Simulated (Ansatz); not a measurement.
# AlInC2N2: the cost of one run

Program: Ansatz 0.2.0. Level of theory: DFT PBE, scalar-relativistic, plane waves, PAW. These are calculated values, not measurements.

### Step 1. The starting structure

It takes space group P-1 (No. 2, triclinic). The conventional cell has a = 4.250 Å, b = 4.720 Å, c = 8.989 Å, α = 79.90°, β = 79.86°, γ = 65.25°. Al (site symmetry -1) is surrounded by 2 C at 1.88 Å. Around In (site symmetry -1) lie 2 N at 2.10 Å. Around C (site symmetry 1) lie 1 N at 1.17 Å. Around N (site symmetry 1) lie 1 C at 1.17 Å.

Coordinates:

```cif
data_structure
_symmetry_space_group_name_H-M 'P 1'
_symmetry_Int_Tables_number 1
_cell_length_a 4.2500
_cell_length_b 4.7203
_cell_length_c 8.9891
_cell_angle_alpha 79.895
_cell_angle_beta 79.856
_cell_angle_gamma 65.249
_cell_volume 160.16
loop_
_atom_site_label
_atom_site_type_symbol
_atom_site_fract_x
_atom_site_fract_y
_atom_site_fract_z
_atom_site_occupancy
Al1 Al 0.00000 0.00000 0.00000 1
In1 In 0.50000 0.50000 0.50000 1
C1 C 0.81770 0.18230 0.18230 1
C2 C 0.18230 0.81770 0.81770 1
N1 N 0.70394 0.29606 0.29606 1
N2 N 0.29606 0.70394 0.70394 1
```

The cell is invented: packed cyanide-bridged chains (P-1, No. 2). The dimensions are guesses.

### Step 2. The guess as it stands, on a coarse mesh

input.yaml reads:

```yaml
crystal:
  lattice:
    - [4.24997616, 0.0, 0.0]
    - [1.97631255, 4.28667945, 0.0]
    - [1.58326171, 1.00674586, 8.79114433]
  atoms:
    - { symbol: Al, position: [0.0, 0.0, 0.0] }
    - { symbol: In, position: [0.5, 0.5, 0.5] }
    - { symbol: C, position: [0.81769567, 0.18230433, 0.18230433] }
    - { symbol: C, position: [0.18230433, 0.81769567, 0.81769567] }
    - { symbol: "N", position: [0.70393777, 0.29606223, 0.29606223] }
    - { symbol: "N", position: [0.29606223, 0.70393777, 0.70393777] }
basis:
  ecutwfc: 420
kpoints:
  mp_grid: { grid: [4, 4, 2] }
hamiltonian:
  xc: pbe
scf:
  occupations: { method: gaussian, width: 0.1 }
  lower_state_search: "off"
output:
  forces: true
  stress: true
  eigenvalues: true
```

The run is started by

```bash
ansatz run input.yaml --threads 1 --pin off --max-ram 2560MiB --backend cpu --events-out ev --progress --plain --runs-dir out
```

**Question.** How long does this run take on 1 thread of Intel Xeon Platinum 8259CL at 2.50GHz (Skylake/Cascade Lake), shared host, and how much memory does it need?

About 6 s, with a peak of 0.48 GiB.
